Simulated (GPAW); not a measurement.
# Ba2Tl5V3O12 in GPAW: the effect of functional

The system is Ba2Tl5V3O12.

```
Ba V Tl O
1.0
     8.15421    0.00000    0.00000
    -4.07711    7.06176    0.00000
     0.00000    0.00000    6.92128
Ba V Tl O
2 3 5 12
Direct
  0.00000 0.00000 0.23552
  0.00000 0.00000 0.76448
  0.50000 0.00000 0.00000
  0.00000 0.50000 0.00000
  0.50000 0.50000 0.00000
  0.50000 0.00000 0.50000
  0.00000 0.50000 0.50000
  0.50000 0.50000 0.50000
  0.33333 0.66667 0.22489
  0.66667 0.33333 0.77511
  0.33890 0.34334 0.81444
  0.65666 0.99556 0.81444
  0.00444 0.66110 0.81444
  0.34334 0.33890 0.18556
  0.99556 0.65666 0.18556
  0.66110 0.00444 0.18556
  0.66110 0.65666 0.18556
  0.34334 0.00444 0.18556
  0.99556 0.33890 0.18556
  0.65666 0.66110 0.81444
  0.00444 0.34334 0.81444
  0.33890 0.99556 0.81444
```

The cell was built by a generator and needn't be a form met in nature.

Alike in all runs:

| Quantity | Value |
| --- | --- |
| Program | GPAW 26.7.0 |
| Task | band structure |
| Cutoff | 800 eV |
| Basis | pw |
| k mesh | 3 × 3 × 3 |
| Occupations | fermi-dirac, width 0.05 eV |
| Spin | collinear spin, ferromagnetic start |
| Starting moments | [0.0, 0.0, 2.0, 2.0, 2.0, 0.0, 0.0, 0.0, 0.0, 0.0, 0.0, 0.0, 0.0, 0.0, 0.0, 0.0, 0.0, 0.0, 0.0, 0.0, 0.0, 0.0] μB |

```csv
functional,potentials or basis,pressure (GPa),largest force (eV/Å)
BLYP,PAW data sets generated in the run's folder for this functional,?,?
TPSS,GPAW PAW data sets (gpaw-data 1.2.1),-0.7,0.29
SCAN,GPAW PAW data sets (gpaw-data 1.2.1),-2.8,0.22
PW91,PAW data sets generated in the run's folder for this functional,0.1,0.12
```

Problem. What does the run with functional BLYP give?

Solution. Pressure 3.4 GPa; largest force 0.16 eV/Å.

Caveats: the PAW data sets were made with another functional, which shifts forces and pressure a little (some runs).

Runs at the PBE level aren't shown here.
